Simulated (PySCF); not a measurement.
**Si5: relaxation and vibrations of the singlet**

Where does singlet Si5 go from a planar trapezoid start, is the end point a minimum, and what are its modes, charges and moments?

Program: PySCF 2.14.0. Level of theory: PBE, basis Si def2-SVP, no relativity, density fitting. These are calculated values, not measurements.

## Step 1: Starting geometry

5 atoms, charge 0, spin multiplicity 1.

Bond lengths: Si1–Si2 2.320 Å, Si1–Si3 2.320 Å, Si1–Si4 2.320 Å, Si1–Si5 2.320 Å, Si2–Si4 2.320 Å, Si3–Si5 2.320 Å, Si4–Si5 2.320 Å. Angles: Si2–Si1–Si3 180.0°, Si2–Si1–Si4 60.0°, Si2–Si1–Si5 120.0°, Si3–Si1–Si4 120.0°, Si3–Si1–Si5 60.0°, Si4–Si1–Si5 60.0°, Si1–Si2–Si4 60.0°, Si1–Si3–Si5 60.0°, Si1–Si4–Si2 60.0°, Si1–Si4–Si5 60.0°, Si2–Si4–Si5 120.0°, Si1–Si5–Si3 60.0°, Si1–Si5–Si4 60.0°, Si3–Si5–Si4 120.0°.

```xyz
5
charge 0 multiplicity 1
Si    0.0000    0.0000    0.0000
Si    2.3200    0.0000    0.0000
Si   -2.3200    0.0000    0.0000
Si    1.1600    2.0092    0.0000
Si   -1.1600    2.0092    0.0000
```

## Step 2: Finding the electronic state

The steps below are one call of a driver around PySCF. For each, scf.py gives the equivalent set-up of the SCF; relaxations use the driver's own optimiser. After this first run the driver tries any further starts and a stability analysis.

Contents of scf.py:

```python
from pyscf import gto, scf, dft
mol = gto.M(atom='''
Si     0.000000     0.000000     0.000000
Si     2.320000     0.000000     0.000000
Si    -2.320000     0.000000     0.000000
Si     1.160000     2.009200     0.000000
Si    -1.160000     2.009200     0.000000''',
    basis={'Si': 'def2-SVP'},
    charge=0, spin=0)
mf = dft.RKS(mol, xc='PBE')
mf.grids.atom_grid = (50, 194)
aux = {'Si': 'def2-universal-JKFIT'}
mf = mf.density_fit(auxbasis=aux)
mf.conv_tol = 1e-08
mf.diis_space = 10
mf.max_cycle = 60
mf.init_guess = 'minao'
mf.verbose = 4
mf.kernel()
```

The run is started by

```sh
$ OMP_NUM_THREADS=2 python axn.py task.json out
```

Standard output:

```text
init E= -1446.70572891133
  HOMO = -0.195747580360996  LUMO = -0.167432128531088  gap/eV = 0.77050
cycle= 1 E= -1446.16781427333  delta_E= 0.538  |g|= 0.225  |ddm|= 2.96
  HOMO = -0.167663236368108  LUMO = -0.160787949777741  gap/eV = 0.18709
cycle= 2 E= -1446.08541970712  delta_E= 0.0824  |g|= 0.47  |ddm|= 0.963
  HOMO = -0.185029512372161  LUMO = -0.163539369255742  gap/eV = 0.58478
cycle= 3 E= -1446.15257229896  delta_E= -0.0672  |g|= 0.277  |ddm|= 0.971
  HOMO = -0.188062388147173  LUMO = -0.169264135481551  gap/eV = 0.51153
cycle= 4 E= -1446.1866105684  delta_E= -0.034  |g|= 0.0591  |ddm|= 0.466
  HOMO = -0.18616919802683  LUMO = -0.166551871324859  gap/eV = 0.53381
cycle= 5 E= -1446.18795157019  delta_E= -0.00134  |g|= 0.0241  |ddm|= 0.152
  HOMO = -0.185383649757069  LUMO = -0.166501947039774  gap/eV = 0.51380
cycle= 6 E= -1446.18823882765  delta_E= -0.000287  |g|= 0.00283  |ddm|= 0.0567
  HOMO = -0.185702607452813  LUMO = -0.166814193526943  gap/eV = 0.51398
cycle= 7 E= -1446.18824244679  delta_E= -3.62e-06  |g|= 0.000835  |ddm|= 0.00738
  HOMO = -0.185698403986324  LUMO = -0.166795415691928  gap/eV = 0.51438
cycle= 8 E= -1446.18824285134  delta_E= -4.05e-07  |g|= 0.000127  |ddm|= 0.00237
  HOMO = -0.185690702109388  LUMO = -0.166781405014611  gap/eV = 0.51455
cycle= 9 E= -1446.18824285936  delta_E= -8.02e-09  |g|= 1.65e-05  |ddm|= 0.00029
  HOMO = -0.185692137653957  LUMO = -0.166781175686904  gap/eV = 0.51459
Extra cycle  E= -1446.18824285749  delta_E= 1.87e-09  |g|= 6.56e-05  |ddm|= 0.000115
converged SCF energy = -1446.18824285749
```

This step, with its further starts and checks, took 27 s on 2 threads of Arm Neoverse N1, shared host.

The starts that the driver tried:

```tsv
start	energy (Eh)
the minimal-basis guess	-1446.188243
a thermally smeared density	-1446.188243
a smeared PBE density	-1446.188243
```

No lower closed-shell solution turned up from the other starts or in the test of internal stability.

## Step 3: Planar trapezoid start, singlet: relaxation

The program finds C2v symmetry in the start, which this walk keeps.

scf.py, as its differences from that of step 2:

```diff
@@ -3,5 +3,5 @@
-Si     0.000000     0.000000     0.000000
-Si     2.320000     0.000000     0.000000
-Si    -2.320000     0.000000     0.000000
-Si     1.160000     2.009200     0.000000
-Si    -1.160000     2.009200     0.000000''',
+Si     0.000000    -0.803680     0.000000
+Si     2.320000    -0.803680     0.000000
+Si    -2.320000    -0.803680     0.000000
+Si     1.160000     1.205520     0.000000
+Si    -1.160000     1.205520     0.000000''',
@@ -17 +16,0 @@
-mf.init_guess = 'minao'
```

Energy and gradient, step by step:

```tsv
step	energy (Eh)	change (kJ/mol)	largest symmetric gradient (Eh/bohr)
0	-1446.188243	0.00	0.01007
1	-1446.190457	-5.81	0.00458
2	-1446.191389	-8.26	0.00373
3	-1446.191531	-8.63	0.00222
4	-1446.191607	-8.83	0.00088
5	-1446.191615	-8.85	0.00025
6	-1446.191616	-8.85	0.00006
```

The walk took 19 s.

It settles in C2v symmetry, 8.9 kJ/mol below the start, after 6 steps: Si–Si 2.264 Å (×2), Si–Si 2.328 Å, Si–Si 2.349 Å (×2), Si–Si 2.416 Å (×2); Si–Si–Si 56.7° (×2), Si–Si–Si 59.4°, Si–Si–Si 60.2° (×4), Si–Si–Si 63.1° (×2), Si–Si–Si 116.1° (×2), Si–Si–Si 123.4° (×2).

## Step 4: Hessian and properties

The point is checked on the finer grid, and tightened if its gradient asks for it. The Hessian and the dipole derivatives come from central differences of analytic gradients, with steps of 0.02 bohr.

scf.py, as its differences from that of step 3:

```diff
@@ -3,5 +3,5 @@
-Si     0.000000    -0.803680     0.000000
-Si     2.320000    -0.803680     0.000000
-Si    -2.320000    -0.803680     0.000000
-Si     1.160000     1.205520     0.000000
-Si    -1.160000     1.205520     0.000000''',
+Si     0.000000    -0.876789     0.000000
+Si     2.411040    -0.725378     0.000000
+Si    -2.411040    -0.725378     0.000000
+Si     1.163927     1.163772     0.000000
+Si    -1.163927     1.163772     0.000000''',
@@ -11 +11 @@
-mf.grids.atom_grid = (50, 194)
+mf.grids.atom_grid = (75, 302)
@@ -14 +14 @@
-mf.conv_tol = 1e-08
+mf.conv_tol = 1e-10
```

This SCF starts from the last density.

Log of the central SCF (cycles and frontier levels):

```text
init E= -1446.1916457821
  HOMO = -0.187301632265322  LUMO = -0.162267298452918  gap/eV = 0.68122
cycle= 1 E= -1446.19164576843  delta_E= 1.37e-08  |g|= 0.000161  |ddm|= 0.000312
  HOMO = -0.187301547619627  LUMO = -0.162267564313518  gap/eV = 0.68121
cycle= 2 E= -1446.19164535391  delta_E= 4.15e-07  |g|= 0.000888  |ddm|= 0.00172
  HOMO = -0.187301558191805  LUMO = -0.162267375002255  gap/eV = 0.68121
cycle= 3 E= -1446.19164578256  delta_E= -4.29e-07  |g|= 3.57e-06  |ddm|= 0.00146
  HOMO = -0.18730156410299  LUMO = -0.162267309489618  gap/eV = 0.68122
cycle= 4 E= -1446.19164578256  delta_E= -6.59e-12  |g|= 1.11e-06  |ddm|= 7.16e-06
  HOMO = -0.187301596612053  LUMO = -0.162267413507588  gap/eV = 0.68121
Extra cycle  E= -1446.19164578255  delta_E= 1.05e-11  |g|= 4.82e-06  |ddm|= 8.59e-06
converged SCF energy = -1446.19164578255
```

The whole step took 63 s.

Geometry: C2v; Si–Si 2.264 Å (×2), Si–Si 2.328 Å, Si–Si 2.349 Å (×2), Si–Si 2.416 Å (×2); Si–Si–Si 56.7° (×2), Si–Si–Si 59.4°, Si–Si–Si 60.2° (×4), Si–Si–Si 63.1° (×2), Si–Si–Si 116.1° (×2), Si–Si–Si 123.4° (×2).

Modes, for the most abundant isotopes:

```tsv
symmetry	ω (cm⁻¹)	IR (km/mol)
b1	99	0.6
a2	150	0.0
a1	184	0.0
b2	200	7.9
a1	321	4.7
b2	357	1.4
a1	468	0.2
a1	508	3.5
b2	512	14.1
```

Every mode is real; the point is a minimum.

Properties at this point:

```
Dipole moment                                                   : 0.48 D
Highest occupied level                                          : -5.10 eV
Lowest empty level                                              : -4.42 eV
Rotational constants                                            : 0.133, 0.04203, 0.03194 cm⁻¹
Zero-point energy                                               : 16.7 kJ/mol
Principal polarisabilities                                      : 84.1, 145.5, 240.3 bohr³
Atomisation energy without zero-point energy                    : 1499 kJ/mol
Principal traceless quadrupole moments about the centre of mass : -3.55, -0.82, 4.37 D Å
Entropy at 298.15 K and 1 bar                                   : 347.2 J/(mol K)
Heat capacity Cp at 298.15 K                                    : 94.0 J/(mol K)
Enthalpy at 298.15 K above 0 K                                  : 20.31 kJ/mol
Rotational symmetry number                                      : 2
```

Charges (e) and bond orders:

```json
{"atom": "Si1", "Mulliken": "-0.06", "Löwdin": "0.10", "polar tensor": "-0.20", "Mayer order to Si1": "–"}
{"atom": "Si2,3", "Mulliken": "0.06", "Löwdin": "-0.05", "polar tensor": "0.21", "Mayer order to Si1": "0.78"}
{"atom": "Si4,5", "Mulliken": "-0.03", "Löwdin": "0.00", "polar tensor": "-0.10", "Mayer order to Si1": "0.91"}
```

Outer orbital energies (eV). occupied: -11.38, -9.73, -8.51, -7.10, -6.79, -6.66, -5.81, -5.10; empty: -4.42, -3.72, -2.49, -2.48.

Mulliken populations on Si1: s 5.59, p 8.32, d 0.14.

## Step 5: Would spin polarisation lower it?

At the lowest minimum the closed shell is tested against spin polarisation, on the (50, 194) grid. It is stable.

## Step 6: Summary of results

```
                                 quantity                                                                                                                                                                                                 value
                                  minimum                                                                                                                                                                                          singlet, C2v
                                 geometry  Si–Si 2.264 Å (×2), Si–Si 2.328 Å, Si–Si 2.349 Å (×2), Si–Si 2.416 Å (×2); Si–Si–Si 56.7° (×2), Si–Si–Si 59.4°, Si–Si–Si 60.2° (×4), Si–Si–Si 63.1° (×2), Si–Si–Si 116.1° (×2), Si–Si–Si 123.4° (×2)
                       wavenumbers (cm⁻¹)                                                                                                               99 (b1), 150 (a2), 184 (a1), 200 (b2), 321 (a1), 357 (b2), 468 (a1), 508 (a1), 512 (b2)
                            dipole moment                                                                                                                                                                                                0.48 D
     highest occupied, lowest empty level                                                                                                                                                                                       -5.10, -4.42 eV
               polar-tensor charge of Si1                                                                                                                                                                                               -0.20 e
                        zero-point energy                                                                                                                                                                                           16.7 kJ/mol
                      entropy at 298.15 K                                                                                                                                                                                       347.2 J/(mol K)
atomisation energy (no zero-point energy)                                                                                                                                                                                           1499 kJ/mol
```

What this shows: The molecule stays C2v, as typed, and the end point is a minimum. In the infrared the band at 512 cm⁻¹ (b2) leads. Only this shape and spin were tried, so other structures or states may lie lower.

The search up to here took 1.9 min on 2 threads of Arm Neoverse N1, shared host.
